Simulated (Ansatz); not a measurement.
# B2W: the cost of one run

Computed with Ansatz 0.2.0 (DFT LDA, scalar-relativistic, unless a step's input says otherwise).

**1. The starting structure**

Symmetry: P6/mmm, No. 191, hexagonal system. Conventional cell: a = 3.020 Å, b = 3.020 Å, c = 3.050 Å, α = 90.00°, β = 90.00°, γ = 120.00°. B (site symmetry -6m2) is surrounded by 3 B at 1.74 Å and 6 W at 2.32 Å. W (site symmetry 6/mmm) has 12 B at 2.32 Å in its first shell of neighbours.

Structure file:

```cif
data_structure
_symmetry_space_group_name_H-M 'P 1'
_symmetry_Int_Tables_number 1
_cell_length_a 3.0200
_cell_length_b 3.0200
_cell_length_c 3.0500
_cell_angle_alpha 90.000
_cell_angle_beta 90.000
_cell_angle_gamma 120.000
_cell_volume 24.09
loop_
_atom_site_label
_atom_site_type_symbol
_atom_site_fract_x
_atom_site_fract_y
_atom_site_fract_z
_atom_site_occupancy
B1 B 0.33333 0.66667 0.50000 1
B2 B 0.66667 0.33333 0.50000 1
W1 W 0.00000 0.00000 0.00000 1
```

Atoms are numbered in the order of the input: B1, B2, W3.

**2. After the deformation**

Space group P6/mmm before, P6/mmm after.

**3. All-electron LAPW**

input.yaml reads:

```yaml
crystal:
  lattice:
    - [2.9596013921, 0.0, 0.0]
    - [-1.4798006961, 2.5630899906, 0.0]
    - [0.0, 0.0, 3.05]
  atoms:
    - { symbol: B, position: [0.3333333333, 0.6666666667, 0.5] }
    - { symbol: B, position: [0.6666666667, 0.3333333333, 0.5] }
    - { symbol: W, position: [0.0, 0.0, 0.0] }
kpoints:
  mp_grid: { grid: [14, 14, 12] }
  band_path:
    path:
      - [0.0, 0.0, 0.0]
      - [0.5, 0.0, 0.0]
      - [0.3333333333, 0.3333333333, 0.0]
      - [0.0, 0.0, 0.0]
      - [0.0, 0.0, 0.5]
      - [0.5, 0.0, 0.5]
      - [0.3333333333, 0.3333333333, 0.5]
      - [0.0, 0.0, 0.5]
      - [0.5, 0.0, 0.5]
    npoints: 5
scf:
  occupations: { method: fermi_dirac, width: 0.05 }
hamiltonian:
  xc: lda
  pseudopotentials: { kind: all_electron, lapw: { basis_error: 0.0005 } }
output:
  forces: true
  stress: true
  eigenvalues: true
```

Command:

```bash
> ansatz run input.yaml --threads 1 --pin off --max-ram 4096MiB --backend cpu --events-out ev --progress --plain --runs-dir out
```

**Question.** How long does this run take on 1 thread of AMD EPYC 7R43 (Zen 3), shared host, and how much memory does it need?

About 36 s, with a peak of 0.69 GiB.
